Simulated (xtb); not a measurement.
**GFN2-xTB run of C5H12MoO3 (SMILES C[C]#[Mo]([O]C)([O]C)[O]C)**

Aim: a structure relaxation of C5H12MoO3. 

The results are computed with xtb 6.7.1 later snapshot.

### Step 1. The molecule

The species is C5H12MoO3 (21 atoms), meant as a singlet with charge 0. SMILES: `C[C]#[Mo]([O]C)([O]C)[O]C`. All atoms were displaced at random from a relaxed shape. The run starts from this shape.

Some bond lengths: Mo1–C2 1.736 Å, C2–C3 1.581 Å, Mo1–O7 1.740 Å, O7–C8 1.478 Å, Mo1–O12 1.886 Å, O12–C13 1.303 Å, Mo1–O17 1.873 Å, O17–C18 1.336 Å, C3–H4 1.168 Å, C3–H5 1.118 Å, C3–H6 0.983 Å, C8–H9 1.196 Å, C8–H10 1.052 Å, C8–H11 1.100 Å, C13–H14 1.019 Å, C13–H15 1.153 Å. Some angles: Mo1–C2–C3 169.9°, C2–Mo1–O7 113.7°, C2–Mo1–O12 113.6°, C2–Mo1–O17 99.4°, O7–Mo1–O12 109.2°, O7–Mo1–O17 112.0°, O12–Mo1–O17 108.5°, Mo1–O7–C8 143.6°, Mo1–O12–C13 135.8°, Mo1–O17–C18 146.8°.

### Step 2. A geometry optimisation at GFN2-xTB

Input file xcontrol:

```
$opt
   hessian=lindh
$end
```

Input file input.xyz:

```xyz
21

Mo     0.01217000     0.06361000    -0.65753000
C     -0.01915000    -0.13095000     1.06751000
C      0.12350000    -0.08728000     2.64104000
H      0.24354000    -1.19758000     2.98377000
H      1.09197000     0.36679000     2.96602000
H     -0.59452000     0.47572000     3.00619000
O      1.38323000    -0.68754000    -1.42144000
C      2.63248000    -1.43247000    -1.15674000
H      2.72984000    -1.57173000     0.02757000
H      3.45808000    -0.80036000    -1.31403000
H      2.67302000    -2.48270000    -1.47985000
O     -0.10304000     1.86073000    -1.21687000
C     -0.14399000     3.02153000    -0.62661000
H     -0.01812000     3.01009000     0.38460000
H     -1.06523000     3.60155000    -1.00661000
H      0.69178000     3.63252000    -1.15556000
O     -1.59363000    -0.79746000    -1.09143000
C     -2.61811000    -1.53762000    -0.65738000
H     -2.61456000    -1.56595000     0.51292000
H     -2.76784000    -2.55251000    -0.97165000
H     -3.56996000    -1.00970000    -0.87454000
```

Started as:

```console
$ xtb input.xyz --opt normal --gfn 2 --input xcontrol --uhf 0 -P 1 > run.log
```

Q: Predict the results. Wanted: total energy at the end; dipole moment; HOMO energy; LUMO energy; HOMO–LUMO gap; dispersion energy; mean polarisability.

**Answer.** As computed:

At GFN2-xTB:

| quantity | value |
| --- | --- |
| total energy at the end | -31.06378 Eh |
| dipole moment | 1.34 D |
| HOMO energy | -8.31 eV |
| LUMO energy | -5.64 eV |
| HOMO–LUMO gap | 2.66 eV |
| dispersion energy | -38.34 kJ/mol |
| mean polarisability (D4 model) | 128.5 bohr³ |

**Reading.** At the final geometry: Some bond lengths: Mo1–C2 1.823 Å, C2–C3 1.461 Å, Mo1–O7 1.849 Å, O7–C8 1.387 Å, Mo1–O12 1.850 Å, O12–C13 1.387 Å, Mo1–O17 1.850 Å, O17–C18 1.388 Å, C3–H4 1.092 Å, C3–H5 1.092 Å, C3–H6 1.092 Å, C8–H9 1.104 Å, C8–H10 1.101 Å, C8–H11 1.100 Å, C13–H14 1.104 Å, C13–H15 1.100 Å. Some angles: Mo1–C2–C3 179.9°, C2–Mo1–O7 106.8°, C2–Mo1–O12 106.6°, C2–Mo1–O17 106.4°, O7–Mo1–O12 112.1°, O7–Mo1–O17 112.2°, O12–Mo1–O17 112.3°, Mo1–O7–C8 144.4°, Mo1–O12–C13 144.4°, Mo1–O17–C18 144.1°. The optimisation took 15 steps and changed the energy by -2.079 eV. Mulliken charges run from -0.37 on O17 to +0.63 on Mo1.
